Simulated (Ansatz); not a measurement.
# Nb3Te8Mo: the cost of one run

Program: Ansatz 0.2.0. Level of theory: DFT PBE, scalar-relativistic, plane waves, PAW. These are calculated values, not measurements.

**1. The structure to begin with**

The structure is hexagonal, space group P-6m2 (No. 187). Conventional cell: a = 3.640 Å, b = 3.640 Å, c = 29.904 Å, α = 90.00°, β = 90.00°, γ = 120.00°. Nb (site symmetry -6m2) is surrounded by 6 Te at 2.78 Å. Nb (site symmetry 3m) has 6 Te at 2.78 Å as nearest neighbours. Around Te (site symmetry 3m) lie 3 Nb at 2.78 Å. Te (site symmetry 3m) is surrounded by 3 Mo at 2.78 Å. Mo (site symmetry -6m2) has 6 Te at 2.78 Å as nearest neighbours.

As a file:

```
Nb Te Mo
1.0
     3.63967    0.00000    0.00000
    -1.81983    3.15205    0.00000
     0.00000    0.00000   29.90366
Nb Te Mo
3 8 1
Direct
  0.33333 0.66667 0.50000
  0.66667 0.33333 0.25000
  0.66667 0.33333 0.75000
  0.33333 0.66667 0.18891
  0.33333 0.66667 0.68891
  0.66667 0.33333 0.93891
  0.66667 0.33333 0.43891
  0.66667 0.33333 0.06109
  0.66667 0.33333 0.56109
  0.33333 0.66667 0.31109
  0.33333 0.66667 0.81109
  0.33333 0.66667 0.00000
```

The start is an ordering of an alloy on its end members' structure types: elements ordered on the sites of the Te2Mo type, Nb/Mo on Mo (P-6m2, No. 187).

**2. The guess as it stands, on a coarse mesh**

File input.yaml:

```yaml
crystal:
  lattice:
    - [3.6396685, 0.0, 0.0]
    - [-1.81983425, 3.15204538, 0.0]
    - [0.0, 0.0, 29.90365888]
  atoms:
    - { symbol: Nb, position: [0.33333333, 0.66666667, 0.5] }
    - { symbol: Nb, position: [0.66666667, 0.33333333, 0.25] }
    - { symbol: Nb, position: [0.66666667, 0.33333333, 0.75] }
    - { symbol: Te, position: [0.33333333, 0.66666667, 0.18891135] }
    - { symbol: Te, position: [0.33333333, 0.66666667, 0.68891135] }
    - { symbol: Te, position: [0.66666667, 0.33333333, 0.93891135] }
    - { symbol: Te, position: [0.66666667, 0.33333333, 0.43891135] }
    - { symbol: Te, position: [0.66666667, 0.33333333, 0.06108865] }
    - { symbol: Te, position: [0.66666667, 0.33333333, 0.56108865] }
    - { symbol: Te, position: [0.33333333, 0.66666667, 0.31108865] }
    - { symbol: Te, position: [0.33333333, 0.66666667, 0.81108865] }
    - { symbol: Mo, position: [0.33333333, 0.66666667, 0.0] }
basis:
  ecutwfc: 420
kpoints:
  mp_grid: { grid: [6, 6, 1] }
hamiltonian:
  xc: pbe
scf:
  occupations: { method: gaussian, width: 0.1 }
  lower_state_search: "off"
output:
  forces: true
  stress: true
  eigenvalues: true
```

Run with:

```
$ ansatz run input.yaml --threads 4 --pin off --max-ram 8192MiB --backend cpu --events-out ev --progress --plain --runs-dir out
```

What time and memory should one allow on 4 threads of Intel Xeon at 2.70GHz, shared host?

About 8.5 s, with a peak of 1.1 GiB.
